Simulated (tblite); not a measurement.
# C4H11BrOSi2: the cost of one run

The runs use tblite 0.8.0 and PySCF 2.14.0, with density-fitted response routines of our own; the level of theory stands in each step. All values are computed, except where a source is named. Atoms are numbered from 0 throughout.

### 1 The starting structure

19 atoms, charge 0, multiplicity 1; geometry from: force field or distance geometry start.

Bonds of the start (Å): Si0–O1 1.65, O1–C2 1.45, C2–Si3 1.88, Si3–C4 1.87, C4–C5 1.50, C5–C6 1.34, C6–Br7 1.86, Si0–H8 1.48, Si0–H9 1.48, Si0–H10 1.49, C2–H11 1.10, C2–H12 1.09, Si3–H13 1.50, Si3–H14 1.50, C4–H15 1.09, C4–H16 1.10, C5–H17 1.09, C6–H18 1.09.

### 2 Optimising the geometry with GFN2-xTB

Job settings and geometry (Å):

```
{"job": {"kind": "relax", "xc": "GFN2-xTB", "basis": "xTB"}, "charge": 0, "multiplicity": 1}
Si    -3.565500     1.064800    -0.213000
O     -1.986000     0.720600     0.111800
C     -1.587200    -0.658900     0.276400
Si     0.222700    -0.930000     0.696500
C      1.329400    -0.108200    -0.562400
C      2.800000    -0.329800    -0.367400
C      3.674700     0.658900    -0.110500
Br     5.500500     0.399400     0.136400
H     -3.947300     0.403100    -1.483300
H     -3.746900     2.533800    -0.328200
H     -4.426900     0.539700     0.881200
H     -2.197400    -1.123500     1.069600
H     -1.799100    -1.189800    -0.654300
H      0.500400    -2.401600     0.722000
H      0.511200    -0.393200     2.064800
H      1.061100    -0.485600    -1.550500
H      1.103100     0.969300    -0.572700
H      3.168100    -1.357300    -0.455400
H      3.375300     1.697400    -0.009300
```

The run is started by

```bash
OMP_NUM_THREADS=1 python probes_run.py task.json out
```

One launch serves the whole session: the jobs run in the order shown.

**Question.** How long does this first job take on 1 thread of Arm Neoverse V1, shared host, and how much memory does it need?

About 1.2 s, with a peak of 0.18 GiB.
